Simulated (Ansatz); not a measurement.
Predict the output of the script below (Ansatz 0.2.0 through its Python package).

`run_formation.py`:
```python
'''Heat of formation of Al2Pd at zero temperature, after relaxing cells and atoms.'''

from collections import Counter
import warnings

import ansatz as az
import numpy as np
from tabulate import tabulate

K_SPACING = 0.33
SMEARING = 'fermi_dirac'
SIGMA = 0.05

PHASES = {
    'Al2Pd': (
        [(0.0, 2.949536, 2.949536), (2.949536, 0.0, 2.949536), (2.949536, 2.949536, 0.0)],
        [
            ('Al', (0.25, 0.25, 0.25)),
            ('Al', (0.75, 0.75, 0.75)),
            ('Pd', (0.0, 0.0, 0.0)),
        ],
    ),
    'Al': (
        [(0.0, 2.024805, 2.024805), (2.024805, 0.0, 2.024805), (2.024805, 2.024805, 0.0)],
        [
            ('Al', (0.0, 0.0, 0.0)),
        ],
    ),
    'Pd': (
        [(0.0, 1.9465, 1.9465), (1.9465, 0.0, 1.9465), (1.9465, 1.9465, 0.0)],
        [
            ('Pd', (0.0, 0.0, 0.0)),
        ],
    ),
}


def build(vectors, sites):
    crystal = az.Crystal(lattice=az.Lattice.of(vectors))
    for symbol, position in sites:
        crystal = crystal.atom(symbol, position)
    return crystal


def compute(name, crystal):
    calc = (
        crystal.calculation()
        .basis(31 * az.Ry)
        .functional(az.Functional.LDA)
        .kpoints(spacing=K_SPACING)
        .occupations(SMEARING, width=SIGMA)
        .stress()
    )
    calc = calc.relax(force_tolerance=0.01, cell=True)
    return calc.run(threads=1)


def counts(outcome):
    return Counter(site.symbol for site in outcome.lattice.sites)

def formation_energy(outcome, mu):
    n = counts(outcome)
    return (outcome.report['energy_sigma0_ev'] - sum(k * mu[element] for element, k in n.items())) / sum(n.values())


def volume_per_atom(outcome):
    return abs(np.linalg.det(outcome.lattice.cell_ang)) / len(outcome.lattice.sites)


def main() -> None:
    warnings.simplefilter('ignore', az.DeckWarning)

    phases = {name: build(*cell) for name, cell in PHASES.items()}

    done = {}
    for name, crystal in phases.items():
        done[name] = compute(name, crystal)
        print(f'{name}: {done[name].report["energy_sigma0_ev"]:.4f} eV, {len(done[name].lattice.sites)} atoms')

    # chemical potentials of the elements at zero temperature
    references = {'Al': 'Al', 'Pd': 'Pd'}
    mu = {element: done[name].report['energy_sigma0_ev'] / len(done[name].lattice.sites) for element, name in references.items()}

    target = done['Al2Pd']
    heat = formation_energy(target, mu)
    rows = [(name, len(o.lattice.sites), volume_per_atom(o), formation_energy(o, mu)) for name, o in done.items()]
    print(tabulate(rows, headers=['phase', 'atoms', 'V (A^3/atom)', 'E_form (eV/atom)'], floatfmt='.4f', tablefmt='plain'))


if __name__ == '__main__':
    main()
```

```console
$ python run_formation.py
Al2Pd: -7872.2828 eV, 3 atoms
Al: -512.8466 eV, 1 atoms
Pd: -6844.5933 eV, 1 atoms
phase      atoms    V (A^3/atom)    E_form (eV/atom)
Al2Pd          3         16.5874             -0.6655
Al             1         15.8764              0.0000
Pd             1         14.1301              0.0000
```

Total energies depend on the potentials; only differences at equal settings carry meaning. For the metals among these phases the mesh is modest: differences between phases can be off by up to 40 meV an atom. The cells come from databases of deposited and of computed structures, and not all need be stable phases. The compound is the structure given, not necessarily its lowest; energies are at zero temperature, with no correction for gases. A semilocal functional's error on such energies is often 0.05 to 0.1 eV an atom, and 0.1 to 0.3 eV against gases such as O2 or F2. Wall time of the script: 13 s on 1 thread of Arm Neoverse N1 (shared host), peak memory 0.37 GiB.

(Lines on the test bed's own set-up are left out of the output.)
